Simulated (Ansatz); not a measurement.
# GeP₂H (doublet): from Hartree-Fock to the top rungs, cc-pVDZ

Aim: climb from Hartree-Fock through coupled cluster for GeP₂H (doublet) at one geometry and basis, and see what each rung misses.

Computed with Ansatz 0.2.0, Gaussian basis. Level: cc-pVDZ, core rule «outside noble gas», up to 24 orbitals frozen.

The runs, in order: UHF; CCSD(T) on ROHF; CCSD(T) on UHF; BCCD(T) on ROHF; CISD; CCSDT(Q) on ROHF; CCSDT(Q) on UHF.

27 further runs of the same task are left out: 13 that didn't finish, 14 set aside as unsound or not needed.

## Step 1: The system

The geometry is a PBE0/def2-TZVP stationary point (not a proven minimum). No spin-orbit coupling is included. The filled d shell of Ge may be among the frozen orbitals whatever the setting's name suggests; the logs give the count.

4 atoms, charge 0, spin multiplicity 2.

Atoms are counted from 1 here; the program's logs count them from 0.

Bond lengths: Ge1–P2 2.394 Å, Ge1–H4 1.610 Å, P2–P3 1.995 Å. Angles: P2–Ge1–H4 91.0°, Ge1–P2–P3 88.7°.

As a file:

```xyz
4

Ge    0.0000   -0.1888    1.1549
P     0.0000    1.0639   -0.8847
P     0.0000   -0.6592   -1.8895
H     0.0000    1.1684    2.0212
```

## Step 2: UHF

File in.yaml:

```yaml
crystal:
  periodic: [false, false, false]
  atoms:
    - {symbol: Ge, position_ang: [0.000000, -0.188786, 1.154883]}
    - {symbol: P, position_ang: [0.000000, 1.063913, -0.884682]}
    - {symbol: P, position_ang: [0.000000, -0.659193, -1.889534]}
    - {symbol: H, position_ang: [0.000000, 1.168412, 2.021166]}
basis:
  gaussian: {orbitals: cc-pVDZ}
magnetization: {spin_polarized: true, initial_magnetization: 1}
hamiltonian: {xc: hf}
output: {orbitals: {seedname: orbitals}}
```

Launch:

```
> ansatz run in.yaml --threads 1 --pin off --events-out ev --progress --plain --max-ram 2393MiB
```

After this run come: CCSD(T) on ROHF; CCSD(T) on UHF; BCCD(T) on ROHF; CISD; CCSDT(Q) on ROHF; CCSDT(Q) on UHF.

Q: Predict the results of all the runs planned. Wanted: RCCSDT(Q) below the RHF energy; RMP2 from RCCSDT(Q); UMP2 from RCCSDT(Q); RCCSD from RCCSDT(Q); RCCSD(T) from RCCSDT(Q); UCCSD(T) from RCCSDT(Q); UCCSDT(Q) from RCCSDT(Q); T1 diagnostic.

As calculated:

| quantity | value |
| --- | --- |
| RCCSDT(Q) below the RHF energy | -9.5461 eV |
| RMP2 from RCCSDT(Q) | +155.4 kJ/mol |
| UMP2 from RCCSDT(Q) | +195.0 kJ/mol |
| RCCSD from RCCSDT(Q) | +51.1 kJ/mol |
| RCCSD(T) from RCCSDT(Q) | +8.1 kJ/mol |
| UCCSD(T) from RCCSDT(Q) | +10.9 kJ/mol |
| UCCSDT(Q) from RCCSDT(Q) | -0.4 kJ/mol |
| levels within 1 kcal/mol (43 meV) | UCCSDT, UCCSDT(Q) |
| T1 diagnostic | 0.028 |

RCCSD(T) misses by +8.1 kJ/mol, 0.9 % of the correlation energy. CCSD(T) misses by +8.1 kJ/mol on the restricted determinant and by +10.9 kJ/mol on the unrestricted one; the two need not hold the same state or core. Coupled cluster took another determinant than the lowest Hartree-Fock one. These misses are within one basis, not against nature; the frozen cores of restricted and unrestricted runs differ, which can shift their rows.
